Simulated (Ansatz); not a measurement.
**Sn started on a Ba site in rocksalt BaS, 16 atoms, charge +2**

Which settings matter for this cell? A base run comes first, then runs with one to three settings changed.

Method: density functional theory in Ansatz 0.2.0, PAW datasets, plane waves.

### 1 The system as built

16 atoms (8 S, 7 Ba, 1 Sn); a = 12.664 Å, b = 6.332 Å, c = 6.332 Å, α = 90.00°, β = 90.00°, γ = 90.00°. All atoms were shaken off their sites by about 0.10 Å along each axis. Defect site 1: (0.500, 0.500, 0.500).

As a file:

```cif
data_structure
_symmetry_space_group_name_H-M 'P 1'
_symmetry_Int_Tables_number 1
_cell_length_a 12.6641
_cell_length_b 6.3321
_cell_length_c 6.3321
_cell_angle_alpha 90.000
_cell_angle_beta 90.000
_cell_angle_gamma 90.000
_cell_volume 507.77
loop_
_atom_site_label
_atom_site_type_symbol
_atom_site_fract_x
_atom_site_fract_y
_atom_site_fract_z
_atom_site_occupancy
S1 S 0.24810 0.02178 0.00334 1
S2 S 0.73160 0.97570 0.96051 1
S3 S 0.99814 0.49308 0.00865 1
S4 S 0.50714 0.50083 0.99300 1
S5 S 0.01816 0.99635 0.49125 1
S6 S 0.49210 0.99270 0.49696 1
S7 S 0.25010 0.50732 0.50651 1
S8 S 0.76059 0.51634 0.50368 1
Ba1 Ba 0.99489 0.99948 0.02225 1
Ba2 Ba 0.49151 0.01834 0.01537 1
Ba3 Ba 0.24939 0.48526 0.99144 1
Ba4 Ba 0.74910 0.48158 0.99236 1
Ba5 Ba 0.25951 0.99529 0.48036 1
Ba6 Ba 0.74793 0.00167 0.49238 1
Ba7 Ba 0.99930 0.45475 0.52114 1
Sn1 Sn 0.49456 0.49948 0.50235 1
```

### 2 PBEsol single point

The input, in.yaml:

```yaml
crystal:
  lattice:
    - [12.664126, 0.000000, 0.000000]
    - [0.000000, 6.332063, 0.000000]
    - [0.000000, 0.000000, 6.332063]
  atoms:
    - { symbol: S, position: [0.248098, 0.021781, 0.003341] }
    - { symbol: S, position: [0.731602, 0.975699, 0.960506] }
    - { symbol: S, position: [0.998142, 0.493085, 0.008649] }
    - { symbol: S, position: [0.507143, 0.500831, 0.993004] }
    - { symbol: S, position: [0.018161, 0.996355, 0.491254] }
    - { symbol: S, position: [0.492101, 0.992700, 0.496958] }
    - { symbol: S, position: [0.250095, 0.507324, 0.506508] }
    - { symbol: S, position: [0.760590, 0.516342, 0.503684] }
    - { symbol: Ba, position: [0.994894, 0.999484, 0.022246] }
    - { symbol: Ba, position: [0.491514, 0.018336, 0.015366] }
    - { symbol: Ba, position: [0.249393, 0.485264, 0.991436] }
    - { symbol: Ba, position: [0.749099, 0.481583, 0.992362] }
    - { symbol: Ba, position: [0.259512, 0.995287, 0.480361] }
    - { symbol: Ba, position: [0.747929, 0.001672, 0.492384] }
    - { symbol: Ba, position: [0.999300, 0.454745, 0.521145] }
    - { symbol: Sn, position: [0.494557, 0.499481, 0.502349] }
kpoints:
  mp_grid: { grid: [2, 2, 2], shift: [0.5, 0.5, 0.5] }
hamiltonian:
  xc: pbesol
total_charge: 2
scf:
  occupations: { method: fermi_dirac, width: 0.01 }
output:
  forces: true
  eigenvalues: true
  populations: true
  charged_corrections: { epsilon: 19 }
```

The run is started by

```sh
ansatz run in.yaml --threads 7 --pin off --max-ram 13300MiB --runs-dir r --events-out ev --progress --plain
```

### 3 Variant: mixing beta 1.5, functional PBE0

in.yaml: that of step 2 with these lines changed.

```diff
@@ -25,3 +25,3 @@
 hamiltonian:
-  xc: pbesol
+  xc: pbe0
 total_charge: 2
@@ -29,2 +29,4 @@
   occupations: { method: fermi_dirac, width: 0.01 }
+  max_iter: 50
+  mixing: { beta: 1.5 }
 output:
@@ -32,3 +34,2 @@
   eigenvalues: true
-  populations: true
-  charged_corrections: { epsilon: 19 }
+  stress: true
```

### 4 Changed settings: at most 4 cycles

in.yaml: that of step 3 with these lines changed.

```diff
@@ -25,3 +25,3 @@
 hamiltonian:
-  xc: pbe0
+  xc: pbesol
 total_charge: 2
@@ -29,4 +29,3 @@
   occupations: { method: fermi_dirac, width: 0.01 }
-  max_iter: 50
-  mixing: { beta: 1.5 }
+  max_iter: 4
 output:
```

### 5 Variant: cutoff 300 eV, density threshold 0.01 eV

in.yaml: that of step 4 with these lines changed.

```diff
@@ -24,2 +24,3 @@
   mp_grid: { grid: [2, 2, 2], shift: [0.5, 0.5, 0.5] }
+basis: { ecutwfc: 300 }
 hamiltonian:
@@ -29,3 +30,4 @@
   occupations: { method: fermi_dirac, width: 0.01 }
-  max_iter: 4
+  max_iter: 50
+  convergence: { dr2_threshold: 1e-02 }
 output:
```

### 6 Variant: occupations fixed

in.yaml: that of step 5 with these lines changed.

```diff
@@ -24,3 +24,2 @@
   mp_grid: { grid: [2, 2, 2], shift: [0.5, 0.5, 0.5] }
-basis: { ecutwfc: 300 }
 hamiltonian:
@@ -29,5 +28,4 @@
 scf:
-  occupations: { method: fermi_dirac, width: 0.01 }
-  max_iter: 50
-  convergence: { dr2_threshold: 1e-02 }
+  occupations: { method: fixed }
+  max_iter: 90
 output:
```

What does the calculation give? Wanted: for each run, settings; status; energy from base; forces from base.

The runs gave:

| settings | status | cycles | time | energy from base (meV/atom) | forces from base (eV/Å rms) | filled to empty level on the mesh (eV) |
| --- | --- | --- | --- | --- | --- | --- |
| base | converged | 12 | 4.9 s (7 CPU threads) | 0 | 0 | none |
| mixing beta 1.5, functional PBE0 | refused | - | 0.1 s (7 CPU threads) | - | - | - |
| at most 4 cycles | not converged | - | 4.4 s (7 CPU threads) | - | - | - |
| cutoff 300 eV, density threshold 0.01 eV | converged, settings too loose | 6 | 2.6 s (7 CPU threads) | +14.0 | 0.007 | - |
| occupations fixed | converged | 20 | 5 s (7 CPU threads) | 0.0 | 0.009 | 0.01 |

The base run shows no spacing between filled and empty levels on this coarse mesh with displaced atoms and smearing, so occupations can shift between runs, and part of each change may come from that and not from the setting itself.

**Reading.** Among these variants the forces move most with occupations fixed (0.009 eV/Å rms) and least with cutoff 300 eV, density threshold 0.01 eV (0.007). 2 of 4 variants gave no result: mixing beta 1.5, functional PBE0 (refused); at most 4 cycles (not converged).
